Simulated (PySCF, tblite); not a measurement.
# C4H7FGeO2: geometry, infrared bands and NMR shifts

Aim: predict the infrared bands and NMR shifts of C4H7FGeO2 (`O=[C](O)[GeH2]/[CH]=C/CF`).

Computed with tblite 0.8.0 and PySCF 2.14.0, with density-fitted response routines of our own, on a single molecule in the gas phase. Atoms are numbered from 0 throughout.

**1. The starting structure**

15 atoms, charge 0, multiplicity 1; geometry from: force field or distance geometry start.

Bonds of the start (Å): O0–C1 1.24, C1–O2 1.38, C1–Ge3 1.93, Ge3–C4 1.91, C4–C5 1.31, C5–C6 1.50, C6–F7 1.39, O2–H8 1.01, Ge3–H9 1.55, Ge3–H10 1.54, C4–H11 1.08, C5–H12 1.11, C6–H13 1.12, C6–H14 1.12.

**2. Relaxing the molecule with GFN2-xTB**

What the job is given:

```
{"job": {"kind": "relax", "xc": "GFN2-xTB", "basis": "xTB"}, "charge": 0, "multiplicity": 1}
O     -3.514600    -0.078700    -0.920500
C     -2.422900     0.138900    -0.366000
O     -2.164500     1.315200     0.305000
Ge    -1.122400    -1.281600    -0.486500
C      0.653600    -0.601200    -0.690600
C      1.166900     0.109100     0.279200
C      2.551400     0.685400     0.183700
F      3.296900     0.158700     1.225500
H     -2.893800     2.014900     0.325400
H     -1.487900    -2.070900    -1.773100
H     -1.307500    -2.151900     0.775400
H      1.228400    -0.779300    -1.591100
H      0.615400     0.315800     1.220400
H      3.005600     0.442900    -0.814100
H      2.390900     1.790700     0.294000
```

Launch:

```
$ OMP_NUM_THREADS=1 python probes_run.py task.json out
```

The driver reads the jobs from task.json and runs them one after another.

**Question.** This job is followed by: GFN2-xTB harmonic vibrations, gas phase; GIAO PBE0/pcSseg-1 NMR shielding, non-relativistic, gas phase. Predict these results of the whole session: strongest single infrared mode (GFN2-xTB); zero-point energy (GFN2-xTB); 13C shifts against TMS (PBE0/pcSseg-1); 1H shifts against TMS (PBE0/pcSseg-1, means over atoms taken as alike); 17O shifts against H2O (PBE0/pcSseg-1); 73Ge shifts against GeMe4 (PBE0/pcSseg-1); 19F shifts against CFCl3 (PBE0/pcSseg-1).

**Answer**, as computed:

| quantity | value |
| --- | --- |
| strongest single infrared mode (GFN2-xTB) | 2045 cm⁻¹, 481 km/mol |
| zero-point energy (GFN2-xTB) | 61.3 kcal/mol |
| 13C shifts against TMS (PBE0/pcSseg-1) | 181.1, 159.5, 127.2, 88.6 ppm |
| 1H shifts against TMS (PBE0/pcSseg-1, means over atoms taken as alike) | 6.97, 6.50, 6.18, 5.41, 4.53 ppm |
| 17O shifts against H2O (PBE0/pcSseg-1) | 499.9, 236.2 ppm |
| 73Ge shifts against GeMe4 (PBE0/pcSseg-1) | -172 ppm |
| 19F shifts against CFCl3 (PBE0/pcSseg-1) | -247.8 ppm |

In words: Relaxing lowered the energy by 0.552 eV in 124 steps; the close pair that moved most is C1–Ge3, from 1.930 to 1.992 Å. No mode is imaginary among the 39: a minimum at this level. The strongest single mode, at 2045 cm⁻¹, moves mainly H10 and H9. Unscaled tight-binding wavenumbers are off by several per cent, some by more. Its intensities can rank the bands wrongly. At PBE0/pcSseg-1: Shielding is most anisotropic at O0 (span 694 ppm, paramagnetic term -565 ppm). Spin-orbit coupling is left out, which matters for shieldings and couplings at and beside the heavy atoms.
